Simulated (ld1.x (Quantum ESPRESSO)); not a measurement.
# A TM potential for cobalt, from input to tests

Aim: build the potential from the settings below, then test how well it stands in for the atom: other configurations, scattering, ghost states and the plane-wave cutoff that it needs.

The numbers are computed with ld1.x (Quantum ESPRESSO) 7.5 (PBEsol, scalar-relativistic, spin-unpolarised reference atom).

## 1. Starting point

Typed settings, in words:

| Item | Value |
| --- | --- |
| element | cobalt (Co, Z = 27) |
| type | norm-conserving Troullier–Martins (Kleinman–Bylander form) |
| frozen core | [Ar] |
| valence charge | 9 |
| reference configuration | 3d7 4s0.5 4p0 (charge +1.5) |
| partial waves | 4s (bound): rc 2.30 bohr; 4p (bound, empty): rc 1.75 bohr; 3d (bound): rc 1.75 bohr |
| local potential | the d channel |
| core correction | a·sin(br)/r model core inside 1.10 bohr |

The nodes and maxima of the atom's own shells, from an earlier all-electron run, set the scale for the radii.

All-electron outer shells of the reference configuration (PBEsol, scalar-relativistic, ld1.x):

```
shell  level (eV)  outermost node (bohr)  outermost maximum (bohr)
   3s     -115.91                   0.31                      0.67
   3p      -79.30                   0.28                      0.68
   3d      -21.87                      –                      0.66
   4s      -16.68                   0.95                      2.13
   4p      -10.86                   1.04                      2.60
```

## 2. Generation

Input file Co.in:

```
 &input
   title='Co', zed=27., rel=1, dft='PBESOL', iswitch=3,
   config='[Ar] 3d7 4s0.5 4p0',
   nld=3, rlderiv=2.50, eminld=-4.0, emaxld=5.0, deld=0.02
 /
 &inputp
   pseudotype=2, tm=.true., lloc=2,
   nlcc=.true., rcore=1.10,
   file_pseudopw='Co.UPF', file_wfcaegen='ae.wfc', file_wfcncgen='nc.wfc', file_beta='beta', file_chi='chi'
 /
3
4S  1  0   0.50   0.00  2.30  2.30  0.0
4P  2  1   0.00   0.00  1.75  1.75  0.0
3D  3  2   7.00   0.00  1.75  1.75  0.0
 &test
   configts(1)='3d7 4s0.5 4p0'
 /
```

The run is started by

```console
$ ld1.x < Co.in > Co.out
```

What the program wrote to Co.out (without the banner and most projector matrices):

```text
     Program LD1 v.7.5
     --------------------------- All-electron run ----------------------------

     Co
     scalar relativistic calculation

     atomic number is 27.00
     dft =PBESOL   lsd =0 sic =0 latt =0  beta=0.20 tr2=1.0E-14
     Exchange-correlation= PBESOL
                           (   1   4  10   8   0   0   0)
     mesh =1193 r(mesh) =  99.89935 a.u. xmin = -7.00 dx = 0.01250
     1 Ry =  13.60569312 eV, c = 137.03599908

     n l     nl                  e(Ry)          e(Ha)          e(eV)
     1 0     1S 1( 2.00)      -558.5479      -279.2740     -7599.4316
     2 0     2S 1( 2.00)       -67.0027       -33.5013      -911.6182
     2 1     2P 1( 6.00)       -57.5513       -28.7757      -783.0256
     3 0     3S 1( 2.00)        -8.5192        -4.2596      -115.9094
     3 1     3P 1( 6.00)        -5.8286        -2.9143       -79.3019
     3 2     3D 1( 7.00)        -1.6074        -0.8037       -21.8699
     4 0     4S 1( 0.50)        -1.2256        -0.6128       -16.6748
     4 1     4P 1( 0.00)        -0.7984        -0.3992       -10.8634

     final scf error:  4.6E-15 reached in  31 iterations

     Etot =   -2782.600318 Ry,   -1391.300159 Ha,  -37859.206010 eV

     Ekin =    2818.264493 Ry,    1409.132246 Ha,   38344.441830 eV
     Encl =   -6643.459937 Ry,   -3321.729969 Ha,  -90388.877179 eV
     Eh   =    1158.098169 Ry,     579.049084 Ha,   15756.728293 eV
     Exc  =    -115.503043 Ry,     -57.751521 Ha,   -1571.498953 eV

     normalization and overlap integrals

     s(1S/1S) =  1.000000  <r> =   0.0562  <r2> =    0.0043  r(max) =   0.0366
     s(2S/2S) =  1.000000  <r> =   0.2557  <r2> =    0.0772  r(max) =   0.2131
     s(2P/2P) =  1.000000  <r> =   0.2251  <r2> =    0.0622  r(max) =   0.1723
     s(3S/3S) =  1.000000  <r> =   0.7749  <r2> =    0.6938  r(max) =   0.6731
     s(3P/3P) =  1.000000  <r> =   0.8171  <r2> =    0.7883  r(max) =   0.6816
     s(3D/3D) =  1.000000  <r> =   1.0339  <r2> =    1.4046  r(max) =   0.6648
     s(4S/4S) =  1.000000  <r> =   2.5103  <r2> =    7.1909  r(max) =   2.1258
     s(4P/4P) =  1.000000  <r> =   3.1065  <r2> =   11.0807  r(max) =   2.5965

     ------------------------ End of All-electron run ------------------------

     --------------------- Generating NC pseudopotential ---------------------

      Generating local pot.: lloc=2, matching radius rcloc =   1.7500

      Computing core charge for nlcc:

       r > 1.11 : true rho core
       r < 1.11 : rho core = a sin(br)/r    a=   8.46  b=   2.35

      Integrated core pseudo-charge :   5.51

      Wfc   4S  rcut= 2.291  Using Troullier-Martins method

      Wfc   4P  rcut= 1.740  Using Troullier-Martins method

     ------------------- End of pseudopotential generation -------------------

     [... the all-electron block is printed once more ...]


     Computing logarithmic derivative in   2.48540
     Computing logarithmic derivative in   2.48540
     Computing the partial wave expansion
     R is outside the sphere for l=    0 j= 0.00
     R is outside the sphere for l=    1 j= 0.00
       no projector for channel:   2

     ---------------------- Testing the pseudopotential ----------------------

     Co
     scalar relativistic calculation

     atomic number is 27.00   valence charge is  9.00
     dft =PBESOL   lsd =0 sic =0 latt =0  beta=0.20 tr2=1.0E-14
     mesh =1193 r(mesh) =  99.89935 xmin = -7.00 dx = 0.01250

     n l     nl             e AE (Ry)        e PS (Ry)    De AE-PS (Ry)
     3 2     3D   1( 7.00)       -1.60741       -1.60741        0.00000
     1 0     4S   1( 0.50)       -1.22558       -1.22558        0.00000
     2 1     4P   1( 0.00)       -0.79844       -0.79844       -0.00001

     eps = 7.7E-15  iter = 22

     Etot =   -2782.600318 Ry,   -1391.300159 Ha,  -37859.206010 eV
     Etotps =   -62.464383 Ry,     -31.232192 Ha,    -849.871231 eV

     Ekin =      79.038398 Ry,      39.519199 Ha,    1075.372190 eV
     Encl =    -165.875074 Ry,     -82.937537 Ha,   -2256.845359 eV
     Ehrt =      44.468852 Ry,      22.234426 Ha,     605.029552 eV
     Ecxc =     -20.396918 Ry,     -10.198459 Ha,    -277.514212 eV
     (Ecc =      -7.600456 Ry,      -3.800228 Ha,    -103.409475 eV)
     Epseu=       0.300359 Ry,       0.150180 Ha,       4.086598 eV

     ---------------------- End of pseudopotential test ----------------------
```

Run time: 1.5 s. Hardware: 1 thread of Neoverse-V1, shared host. (Generation and the later configuration tests together.)

All-electron and pseudo partial waves u(r) = r·R(r), from the program's wave files:

```csv
r (bohr),3d AE,3d PS
0.115,0.1117,0.0148
0.230,0.4046,0.1078
0.345,0.6793,0.3101
0.460,0.8590,0.5852
0.575,0.9450,0.8502
0.690,0.9618,1.0267
0.805,0.9354,1.0829
0.920,0.8854,1.0390
1.035,0.8241,0.9399
1.150,0.7587,0.8272
1.265,0.6936,0.7250
1.380,0.6309,0.6412
1.495,0.5719,0.5738
1.610,0.5171,0.5172
1.725,0.4666,0.4666
1.840,0.4203,0.4203
1.955,0.3782,0.3782
2.070,0.3398,0.3398
2.185,0.3050,0.3050
2.300,0.2734,0.2734
2.415,0.2449,0.2449
2.530,0.2191,0.2191
2.645,0.1959,0.1959
2.760,0.1750,0.1750
2.875,0.1562,0.1562
2.990,0.1393,0.1393
```

## 3. Transferability test

Input file Co.test.in:

```
 &input
   title='Co', zed=27., rel=1, dft='PBESOL', iswitch=2,
   config='[Ar] 3d7 4s0.5 4p0'
 /
 &test
   file_pseudo='Co.UPF', nconf=8,
   configts(1)='3d7 4s0.5 4p0',
   configts(2)='3d7 4s2 4p0',
   configts(3)='3d7 4s1 4p0',
   configts(4)='3d7 4s0 4p0',
   configts(5)='3d7 4s1 4p1',
   configts(6)='3d6 4s2 4p1',
   configts(7)='3d5 4s0 4p0',
   configts(8)='3d7 4s0 4p2'
 /
```

The run is started by

```console
$ ld1.x < Co.test.in > Co.test.out
```

Co.test.out, the pseudopotential blocks, each with the warnings that came before it:

```text
     ---------------------- Testing the pseudopotential ----------------------

     Co
     scalar relativistic calculation

     atomic number is 27.00   valence charge is  9.00
     dft =PBESOL   lsd =0 sic =0 latt =0  beta=0.20 tr2=1.0E-14
     mesh =1193 r(mesh) =  99.89935 xmin = -7.00 dx = 0.01250

     n l     nl             e AE (Ry)        e PS (Ry)    De AE-PS (Ry)
     3 2     3D   1( 7.00)       -1.60741       -1.60741        0.00000
     1 0     4S   1( 0.50)       -1.22558       -1.22558        0.00000
     2 1     4P   1( 0.00)       -0.79844       -0.79844       -0.00001

     eps = 7.8E-15  iter = 22

     Etot =   -2782.600318 Ry,   -1391.300159 Ha,  -37859.206010 eV
     Etotps =   -62.464383 Ry,     -31.232192 Ha,    -849.871230 eV

     Ekin =      79.038398 Ry,      39.519199 Ha,    1075.372191 eV
     Encl =    -165.875074 Ry,     -82.937537 Ha,   -2256.845360 eV
     Ehrt =      44.468852 Ry,      22.234426 Ha,     605.029552 eV
     Ecxc =     -20.396918 Ry,     -10.198459 Ha,    -277.514212 eV
     (Ecc =      -7.600456 Ry,      -3.800228 Ha,    -103.409475 eV)
     Epseu=       0.300359 Ry,       0.150180 Ha,       4.086598 eV

     ---------------------- End of pseudopotential test ----------------------

     ---------------------- Testing the pseudopotential ----------------------

     Co
     [...]
     n l     nl             e AE (Ry)        e PS (Ry)    De AE-PS (Ry)
     3 2     3D   1( 7.00)       -0.60486       -0.60859        0.00373
     1 0     4S   1( 2.00)       -0.40343       -0.40300       -0.00043
     2 1     4P   1( 0.00)       -0.09167       -0.09137       -0.00030

     eps = 1.1E-15  iter = 26

     Etot =   -2783.805460 Ry,   -1391.902730 Ha,  -37875.602796 eV
     Etotps =   -63.668990 Ry,     -31.834495 Ha,    -866.260734 eV
     dEtot_ae =      -1.205142 Ry
     dEtot_ps =      -1.204606 Ry,   Delta E=      -0.000535 Ry

     [...]
     ---------------------- End of pseudopotential test ----------------------

     ---------------------- Testing the pseudopotential ----------------------

     Co
     [...]
     n l     nl             e AE (Ry)        e PS (Ry)    De AE-PS (Ry)
     3 2     3D   1( 7.00)       -1.24860       -1.24960        0.00100
     1 0     4S   1( 1.00)       -0.93769       -0.93722       -0.00047
     2 1     4P   1( 0.00)       -0.54515       -0.54490       -0.00025

     eps = 8.0E-15  iter = 22

     Etot =   -2783.140642 Ry,   -1391.570321 Ha,  -37866.557492 eV
     Etotps =   -63.004618 Ry,     -31.502309 Ha,    -857.221503 eV
     dEtot_ae =      -0.540324 Ry
     dEtot_ps =      -0.540235 Ry,   Delta E=      -0.000089 Ry

     [...]
     ---------------------- End of pseudopotential test ----------------------

     ---------------------- Testing the pseudopotential ----------------------

     Co
     [...]
     n l     nl             e AE (Ry)        e PS (Ry)    De AE-PS (Ry)
     3 2     3D   1( 7.00)       -1.98701       -1.98702        0.00001
     1 0     4S   1( 0.00)       -1.52376       -1.52503        0.00126
     2 1     4P   1( 0.00)       -1.06215       -1.06274        0.00059

     eps = 3.4E-15  iter = 25

     Etot =   -2781.913433 Ry,   -1390.956717 Ha,  -37849.860468 eV
     Etotps =   -61.777164 Ry,     -30.888582 Ha,    -840.521130 eV
     dEtot_ae =       0.686885 Ry
     dEtot_ps =       0.687220 Ry,   Delta E=      -0.000335 Ry

     [...]
     ---------------------- End of pseudopotential test ----------------------

     ---------------------- Testing the pseudopotential ----------------------

     Co
     [...]
     n l     nl             e AE (Ry)        e PS (Ry)    De AE-PS (Ry)
     3 2     3D   1( 7.00)       -0.73701       -0.73806        0.00105
     1 0     4S   1( 1.00)       -0.48757       -0.48703       -0.00053
     2 1     4P   1( 1.00)       -0.15556       -0.15521       -0.00035

     eps = 9.2E-15  iter = 25

     Etot =   -2783.483325 Ry,   -1391.741663 Ha,  -37871.219934 eV
     Etotps =   -63.346991 Ry,     -31.673496 Ha,    -861.879721 eV
     dEtot_ae =      -0.883007 Ry
     dEtot_ps =      -0.882608 Ry,   Delta E=      -0.000399 Ry

     [...]
     ---------------------- End of pseudopotential test ----------------------

     ---------------------- Testing the pseudopotential ----------------------

     Co
     [...]
     n l     nl             e AE (Ry)        e PS (Ry)    De AE-PS (Ry)
     3 2     3D   1( 6.00)       -1.11590       -1.15401        0.03811  !
     1 0     4S   1( 2.00)       -0.57290       -0.57203       -0.00087
     2 1     4P   1( 1.00)       -0.19249       -0.19187       -0.00062

     eps = 4.3E-15  iter = 19

     Etot =   -2783.093167 Ry,   -1391.546584 Ha,  -37865.911564 eV
     Etotps =   -62.937232 Ry,     -31.468616 Ha,    -856.304669 eV
     dEtot_ae =      -0.492849 Ry
     dEtot_ps =      -0.472849 Ry,   Delta E=      -0.020000 Ry

     [...]
     ---------------------- End of pseudopotential test ----------------------

     Warning: n=1, l=0 expected 0 nodes, found 1
     Warning: n=2, l=1 expected 0 nodes, found 1
     ---------------------- Testing the pseudopotential ----------------------

     Co
     [...]
     n l     nl             e AE (Ry)        e PS (Ry)    De AE-PS (Ry)
     3 2     3D   1( 5.00)       -4.84475       -4.92710        0.08235  !
     1 0     4S   1( 0.00)       -3.30232       -3.30232        0.00000
     2 1     4P   1( 0.00)       -2.65753       -3.14469        0.48717  !

     eps = 2.5E-15  iter = 12

     Etot =   -2775.213964 Ry,   -1387.606982 Ha,  -37758.709539 eV
     Etotps =   -54.993813 Ry,     -27.496906 Ha,    -748.228940 eV
     dEtot_ae =       7.386354 Ry
     dEtot_ps =       7.470570 Ry,   Delta E=      -0.084216 Ry

     [...]
     ---------------------- End of pseudopotential test ----------------------

     ---------------------- Testing the pseudopotential ----------------------

     Co
     [...]
     n l     nl             e AE (Ry)        e PS (Ry)    De AE-PS (Ry)
     3 2     3D   1( 7.00)       -0.85050       -0.84974       -0.00076
     1 0     4S   1( 0.00)       -0.55418       -0.55374       -0.00044
     2 1     4P   1( 2.00)       -0.20549       -0.20514       -0.00035

     eps = 5.5E-15  iter = 24

     Etot =   -2783.142810 Ry,   -1391.571405 Ha,  -37866.586990 eV
     Etotps =   -63.006598 Ry,     -31.503299 Ha,    -857.248430 eV
     dEtot_ae =      -0.542492 Ry
     dEtot_ps =      -0.542214 Ry,   Delta E=      -0.000278 Ry

     [...]
     ---------------------- End of pseudopotential test ----------------------
```

The tests as a table, with energies relative to 3d7 4s0.5 4p0. A star marks tests that logged a warning.

```tsv
valence configuration	charge	ΔE all-electron (eV)	error AE − PS (meV)
3d7 4s2 4p0	0	-16.397	-7.3
3d7 4s1 4p0	+1	-7.351	-1.2
3d7 4s0 4p0	+2	9.346	-4.6
3d7 4s1 4p1	0	-12.014	-5.4
3d6 4s2 4p1	0	-6.706	-272
3d5 4s0 4p0 *	+4	100.496	-1146
3d7 4s0 4p2	0	-7.381	-3.8
```

## 4. Scattering by logarithmic derivatives

Taken from the files of the generation run. The phase is arctan(r·u′/u) with u = r·R, unwrapped, with energies in Ry. A pole is an energy at which the radial function vanishes at the test radius. The pseudo phase is shifted by a multiple of π to meet the all-electron one at the reference energy. Levels narrower than the energy grid can be missing from the poles. The last column is the largest difference on the grid between −1 and +1 Ry.

| channel | radius (bohr) | reference (Ry) | poles AE | poles PS | window around the reference with phases within 0.05 rad (Ry) | largest difference near zero (rad) |
| --- | --- | --- | --- | --- | --- | --- |
| s | 2.48 | -1.23 | 0.68 | 0.58 | below 1.8 | 0.016 |
| p | 2.48 | -0.80 | 1.75 | -2.36, 1.85 | above -2.2 | 0.009 |
| d | 2.48 | -1.61 | -1.49, 3.61 | -1.49, 4.60 | below -0.1 | 0.411 |

Phases (rad) along the scan:

```csv
E (Ry),d AE,d PS,s AE,s PS
-4.00,1.348,1.349,1.295,1.293
-3.52,1.329,1.330,1.257,1.255
-3.04,1.301,1.303,1.200,1.198
-2.56,1.257,1.260,1.104,1.101
-2.08,1.147,1.152,0.904,0.900
-1.60,-1.223,-1.222,0.344,0.342
-1.12,-1.808,-1.800,-0.733,-0.733
-0.64,-1.934,-1.914,-1.236,-1.239
-0.16,-2.086,-2.039,-1.424,-1.430
0.32,-2.389,-2.252,-1.521,-1.532
0.80,-3.137,-2.726,-1.585,-1.601
1.28,-3.997,-3.579,-1.635,-1.661
1.76,-4.361,-4.146,-1.681,-1.726
2.24,-4.521,-4.391,-1.728,-1.816
2.72,-4.612,-4.516,-1.786,-1.994
3.20,-4.672,-4.591,-1.867,-2.616
3.68,-4.719,-4.643,-2.002,-4.028
4.16,-4.760,-4.682,-2.288,-4.439
4.64,-4.800,-4.715,-3.018,-4.577
```

## 5. Cutoff and ghost test in a Bessel basis

A separate test, outside the generator: the pseudo-atom's Hamiltonian at the reference potential is diagonalised in spherical Bessel functions j_l(qr) that vanish at 20 bohr, with q² up to the cutoff.

All-electron valence levels (Ry): 4s -1.2256, 4p -0.7984, 3d -1.6074. The lowest levels of each channel (Ry) by cutoff; the last column sums, over occupied levels, occupation times the distance from the level at 400 Ry. A positive value at high cutoff is not a bound level.

```csv
cutoff (Ry),s #1,s #2,p #1,p #2,d #1,f #1,Σ f·Δε (mRy)
8,-1.2223,-0.6930,-0.7954,-0.2885,-0.4188,-0.1547,8322.3
15,-4.6982,-1.2203,-0.8061,-0.2909,-0.4401,-0.1547,8173.6
21,-7.9782,-1.2247,-0.8076,-0.2911,-0.4860,-0.1547,7850.1
35,-10.9555,-1.2255,-1.3306,-0.7950,-0.8825,-0.1547,5074.1
45,-11.6473,-1.2255,-2.0174,-0.7982,-1.2699,-0.1547,2362.8
60,-11.9027,-1.2256,-2.2961,-0.7982,-1.5456,-0.1547,432.6
80,-11.9187,-1.2256,-2.3728,-0.7983,-1.6024,-0.1547,34.7
90,-11.9191,-1.2256,-2.3774,-0.7983,-1.6066,-0.1547,6.0
110,-11.9204,-1.2256,-2.3784,-0.7984,-1.6071,-0.1547,2.2
140,-11.9214,-1.2256,-2.3804,-0.7984,-1.6072,-0.1547,1.3
160,-11.9216,-1.2256,-2.3809,-0.7984,-1.6073,-0.1547,0.5
200,-11.9217,-1.2256,-2.3809,-0.7984,-1.6074,-0.1547,0.0
400,-11.9217,-1.2256,-2.3809,-0.7984,-1.6074,-0.1547,0.0
```

The sum stays within 10 mRy from 90 Ry and within 1 mRy from 160 Ry. The sum leaves out empty levels, which can need more. Ghost test: ghost states, bound below the all-electron valence or empty levels of the same l: s at -162.2 eV, p at -32.4 eV.

## 6. What came out

| quantity | value |
| --- | --- |
| cutoffs for 10 and 1 mRy, occupied levels | 90 Ry and 160 Ry |
| bound ghosts | s at -162.20 eV, p at -32.39 eV |
| largest test error (AE − PS) | -1146 meV, for 3d5 4s0 4p0 (this test logged a warning) |
| largest phase difference near zero energy, channels read | 0.411 rad |

It has a bound ghost (s, p), a state that the atom doesn't have, and that rules the file out. The worst unpolarised test, 3d5 4s0 4p0, is off by 1146 meV on 100.5 eV; by total energies transferability rates as poor. That test lies far up in energy; among those under 40 eV, nearer to bonding, the largest error is 272 meV. It counts as hard, with 90 Ry needed at the looser tolerance. The slowest occupied level is 3d: taken alone it needs 90 Ry to come within 1 mRy, against 21 Ry for 4s. Of the channels read, d scatters worst near zero energy, by up to 0.41 rad. The pseudo curves have a pole with no partner nearby in the atom's: p at -2.36 Ry. All of this concerns the isolated atom, not yet a solid.
